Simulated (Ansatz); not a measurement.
# SnAs: phonons and Grüneisen parameters

How does the lattice vibrate, and how do the modes shift with volume? Displacements sample a 2×2×2 mesh. Runs: cell and atoms relaxed (PAW); reference run (PAW); volume scaled by 0.985 (PAW); volume scaled by 1.015 (PAW); mode Grüneisen parameters (PAW).

The COD entry's cell or inner coordinates are ideal or old and differ from later refinements, so a difference from it is no clean test against experiment.

Computed with Ansatz 0.2.0 (DFT PBEsol, frozen-core PAW, scalar-relativistic unless said, unless a step's input says otherwise).

1 further run of the same task is left out (it didn't finish).

## (1) The system as given

It takes space group Fm-3m (No. 225, cubic). The conventional cell has a = 5.681 Å, b = 5.681 Å, c = 5.681 Å, α = 90.00°, β = 90.00°, γ = 90.00°. Sn (site symmetry m-3m) is surrounded by 6 As at 2.84 Å. As (site symmetry m-3m) is surrounded by 6 Sn at 2.84 Å.

As a file:

```xyz
2
Lattice="0.0000 2.8405 2.8405 2.8405 0.0000 2.8405 2.8405 2.8405 0.0000" Properties=species:S:1:pos:R:3 pbc="T T T"
Sn    0.0000    0.0000    0.0000
As    2.8405    2.8405    2.8405
```

Cartesian axes are those of the input's lattice vectors. The structure goes back to a database entry.

## (2) Cell and atoms relaxed, PAW

File input.yaml:

```yaml
crystal:
  lattice:
    - [0.0, 2.8405, 2.8405]
    - [2.8405, 0.0, 2.8405]
    - [2.8405, 2.8405, 0.0]
  atoms:
    - { symbol: Sn, position: [0.0, 0.0, 0.0] }
    - { symbol: As, position: [0.5, 0.5, 0.5] }
kpoints:
  mp_grid: { grid: [10, 10, 10] }
scf:
  occupations: { method: fermi_dirac, width: 0.1 }
hamiltonian:
  xc: pbesol
  pseudopotentials: { kind: paw }
relax:
  f_tol: 0.002
  max_steps: 80
  cell: {}
output:
  forces: true
  stress: true
```

On the command line:

```sh
ansatz run input.yaml --threads 1 --pin off --max-ram 3072MiB --backend cpu --events-out ev --progress --plain --runs-dir out
```

## (3) Reference run, PAW

File input.yaml:

```yaml
crystal:
  lattice:
    - [0.0, 2.85788079154, 2.85788079154]
    - [2.85788079154, 0.0, 2.85788079154]
    - [2.85788079154, 2.85788079154, 0.0]
  atoms:
    - { symbol: Sn, position: [0.0, 0.0, 0.0] }
    - { symbol: As, position: [0.5, 0.5, 0.5] }
kpoints:
  mp_grid: { grid: [10, 10, 10] }
scf:
  occupations: { method: fermi_dirac, width: 0.1 }
hamiltonian:
  xc: pbesol
  pseudopotentials: { kind: paw }
phonons:
  qmesh: [2, 2, 2]
  qpath:
    path:
      - [0.0, 0.0, 0.0]
      - [0.5, 0.0, 0.5]
      - [0.625, 0.25, 0.625]
      - [0.375, 0.375, 0.75]
      - [0.0, 0.0, 0.0]
      - [0.5, 0.5, 0.5]
      - [0.5, 0.25, 0.75]
      - [0.5, 0.0, 0.5]
    npoints: 6
  temperatures: { t_min: 0, t_max: 1000, t_step: 100 }
```

## (4) Volume scaled by 0.985, PAW

input.yaml, as its differences from that of step 3:

```diff
@@ -2,5 +2,5 @@
   lattice:
-    - [0.0, 2.85788079154, 2.85788079154]
-    - [2.85788079154, 0.0, 2.85788079154]
-    - [2.85788079154, 2.85788079154, 0.0]
+    - [0.0, 2.84351933915, 2.84351933915]
+    - [2.84351933915, 0.0, 2.84351933915]
+    - [2.84351933915, 2.84351933915, 0.0]
   atoms:
```

## (5) Volume scaled by 1.015, PAW

input.yaml, as its differences from that of step 4:

```diff
@@ -2,5 +2,5 @@
   lattice:
-    - [0.0, 2.84351933915, 2.84351933915]
-    - [2.84351933915, 0.0, 2.84351933915]
-    - [2.84351933915, 2.84351933915, 0.0]
+    - [0.0, 2.87209933798, 2.87209933798]
+    - [2.87209933798, 0.0, 2.87209933798]
+    - [2.87209933798, 2.87209933798, 0.0]
   atoms:
```

(Steps that only read results are left out.)

**Question.** What will these runs give? Wanted: highest mode on the mesh, without the LO shift; optical modes at Γ.

The runs gave:

```
                                            quantity          value
highest mode on the mesh, without the LO shift (PAW)       155 cm⁻¹
                                  optical modes at Γ  90 (T1u) cm⁻¹
             mean Grüneisen parameter at 300 K (PAW)           2.19
```

What this shows: No mode on the mesh is unstable; the highest lies at 155 cm⁻¹ by PAW. Weighted by heat capacity at 300 K the mean Grüneisen parameter of the sampled modes is 2.19, which points to expansion on heating. Each set of modes is computed in the harmonic approximation. Cautions: frozen-core PAW files fitted under PBE, their cores solved anew for the functional of the run; responses of metals move with mesh and smearing.
